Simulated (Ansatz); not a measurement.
# LiAuS2: the cost of one run

Method: DFT PBEsol+U (U_eff = 1 eV on Au d), plane waves, PAW, no spin–orbit coupling unless a run says so, in Ansatz 0.2.0.

### 1 The system as given

It takes space group R-3m (No. 166, trigonal). The conventional cell has a = 3.817 Å, b = 3.817 Å, c = 20.784 Å, α = 90.00°, β = 90.00°, γ = 120.00°. Li (site symmetry -3m) is surrounded by 6 S at 3.03 Å. Au (site symmetry -3m) has 6 S at 2.60 Å as nearest neighbours. S (site symmetry 3m) has 3 Au at 2.60 Å and 3 Li at 3.03 Å as nearest neighbours.

Coordinates:

```cif
data_structure
_symmetry_space_group_name_H-M 'R-3m:H'
_symmetry_Int_Tables_number 166
_cell_length_a 3.8167
_cell_length_b 3.8167
_cell_length_c 20.7844
_cell_angle_alpha 90.000
_cell_angle_beta 90.000
_cell_angle_gamma 120.000
_cell_volume 262.21
loop_
_atom_site_label
_atom_site_type_symbol
_atom_site_symmetry_multiplicity
_atom_site_Wyckoff_symbol
_atom_site_fract_x
_atom_site_fract_y
_atom_site_fract_z
_atom_site_occupancy
Li1 Li 3 b 0.66667 0.33333 0.83333 1
Au1 Au 3 a 0.00000 0.00000 0.00000 1
S1 S 6 c 0.33333 0.66667 0.93337 1
```

### 2 Ferromagnetic start, free, symmetry kept, no search

Input file input.yaml:

```yaml
crystal:
  lattice:
    - [1.90837258, 1.10179942, 6.9281207]
    - [-1.90837258, 1.10179942, 6.9281207]
    - [0.0, -2.20359885, 6.9281207]
  atoms:
    - { symbol: Li, position: [0.5, 0.5, 0.5] }
    - { symbol: Au, position: [0.0, 0.0, 0.0], spin: 2.0 }
    - { symbol: S, position: [0.2667, 0.2667, 0.2667] }
    - { symbol: S, position: [0.7333, 0.7333, 0.7333] }
basis:
  ecutwfc: 420
  ecutrho_ratio: 4
kpoints:
  mp_grid: { grid: [6, 6, 6] }
hamiltonian:
  xc: pbesol
  hubbard: { sites: [{ site: 1, l: d, u_eff: 1.0 }] }
scf:
  occupations: { method: gaussian, width: 0.05 }
  lower_state_search: "off"
  max_iter: 150
output:
  forces: true
  stress: true
  eigenvalues: true
  populations: true
  hubbard: { sites: [{ site: 1, l: d }] }
magnetization:
  spin_polarized: true
```

Started as:

```
$ ansatz run input.yaml --threads 2 --pin off --max-ram 3072MiB --backend cpu --events-out ev --progress --plain --runs-dir out
```

Q: Estimate wall time and peak memory on 2 threads of Intel Xeon 6975P-C (Granite Rapids), shared host.

About 5.1 s, with a peak of 0.51 GiB.
